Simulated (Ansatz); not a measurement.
**revPBE/def2-SVPD run of BHOF2 (difluorohydroxyborane)**

What is the vertical singlet–triplet gap of BHOF2 (difluorohydroxyborane) at revPBE/def2-SVPD? 

The calculation is run with Ansatz 0.2.0.

63 further runs of the same task are left out: 63 set aside as unsound or not needed.

### 1 Starting point

BHOF2: 5 atoms, total charge 0, spin state singlet. As SMILES, `OB(F)F`. The shape is that of a PBE0-D4/def2-TZVP optimisation.

Bond lengths: O1–B2 1.345 Å, B2–F3 1.317 Å, B2–F4 1.327 Å, O1–H5 0.960 Å. Angles: O1–B2–F3 119.5°, O1–B2–F4 122.2°, F3–B2–F4 118.3°, B2–O1–H5 113.5°.

### 2 A single-point energy at revPBE/def2-SVPD

The input, input.yaml:

```yaml
crystal:
  periodic: [false, false, false]
  atoms:
    - {symbol: O, position_ang: [0.038630, 1.000750, 0.174310]}
    - {symbol: B, position_ang: [0.105760, -0.342460, 0.137210]}
    - {symbol: F, position_ang: [0.731030, -0.986880, 1.100700]}
    - {symbol: F, position_ang: [-0.439530, -1.051930, -0.843330]}
    - {symbol: H, position_ang: [-0.435890, 1.380520, -0.568880]}
basis:
  gaussian:
    orbitals: def2-SVPD
hamiltonian:
  xc: {name: revPBE}
accuracy: high
output: {orbitals: {seedname: orbitals}}
```

Command:

```sh
$ ansatz run input.yaml --threads 1 --pin off --max-ram 3480MiB --events-out events.jsonl --progress --plain --runs-dir runs
```

Log:

```text
Warning: RAYON_NUM_THREADS=1 ignored (pool sized by the plan → 1); use --threads N
Functional definition: revPBE
  name "revPBE"
  parameter kappa = 1.245
  parameter beta = 0.06672455060314922
  exchange = pbe_x(kappa = kappa, mu = beta*pi^2/3)
  correlation = pbe_c(beta = beta)
1902 factors; integrals over basis functions are off by at most 3.2e-9 eV
mean field evaluation 1: about -8163.2558 eV, gradient 6.3e1 eV
mean field evaluation 2: about -8144.1301 eV, gradient 1.2e2 eV
mean field evaluation 4: about -8169.5654 eV, gradient 7.3e0 eV
mean field evaluation 8: about -8169.6443 eV, gradient 1.4e-1 eV
mean field evaluation 16: about -8169.6444 eV, gradient 9.5e-7 eV
mean field -8169.64435128 eV, -300.2288923258 hartree, gradient 2.2e-8 eV, S^2 0.000000; 0 other end points of the search recorded, 0 dependent functions left out
reference -8169.64435550 eV, -300.2288924809 hartree; 16, 16 occupied and 81, 81 virtual orbitals, 1902 factors
Total energy: -8169.64435550 eV, -300.2288924809 hartree
```

Run time: 4.5 s. Hardware: 1 thread of Arm Neoverse V2, shared host; peak memory 0.23 GiB.

### 3 The triplet, same level

The input, molecule.yaml:

```yaml
crystal:
  periodic: [false, false, false]
  atoms:
    - {symbol: O, position_ang: [0.038630, 1.000750, 0.174310]}
    - {symbol: B, position_ang: [0.105760, -0.342460, 0.137210]}
    - {symbol: F, position_ang: [0.731030, -0.986880, 1.100700]}
    - {symbol: F, position_ang: [-0.439530, -1.051930, -0.843330]}
    - {symbol: H, position_ang: [-0.435890, 1.380520, -0.568880]}
basis:
  gaussian: {orbitals: def2-SVPD}
magnetization: {spin_polarized: true, initial_magnetization: 2}
hamiltonian: {xc: {name: revPBE}}
accuracy: high
output: {orbitals: {seedname: orbitals}}
```

Command:

```sh
$ ansatz run molecule.yaml --threads 1 --pin off --max-ram 3480MiB --events-out events.jsonl --progress --plain --runs-dir runs
```

Log, cut to the lines that bear on the results:

```text
Warning: RAYON_NUM_THREADS=1 ignored (pool sized by the plan → 1); use --threads N
[... 2 set-up lines as earlier in the session ...]
[...]
1902 factors; integrals over basis functions are off by at most 3.2e-9 eV
[...]
mean field -8160.98301480 eV, -299.9105940811 hartree, gradient 5.5e-8 eV, S^2 2.002301; 10 other end points of the search recorded, 0 dependent functions left out
reference -8160.98301916 eV, -299.9105942411 hartree; 17, 15 occupied and 80, 82 virtual orbitals, 1902 factors
Total energy: -8160.98301916 eV, -299.9105942411 hartree
```

It took 35 s on 1 thread of Arm Neoverse V2, shared host; peak memory 0.3 GiB.

### 4 Results

Level: revPBE/def2-SVPD.

| quantity | value |
| --- | --- |
| singlet: total energy | -300.22889 Eh |
| singlet: HOMO energy | -9.02 eV |
| singlet: LUMO energy | -0.91 eV |
| singlet: HOMO–LUMO gap | 8.11 eV |
| triplet: total energy | -299.91059 Eh |
| triplet: HOMO energy (highest over α and β) | -2.32 eV |
| triplet: ⟨S²⟩ | 2.002 |
| vertical energy of the triplet above the singlet | 8.661 eV |

At this shape the triplet lies 8.66 eV (200 kcal/mol) above the singlet.
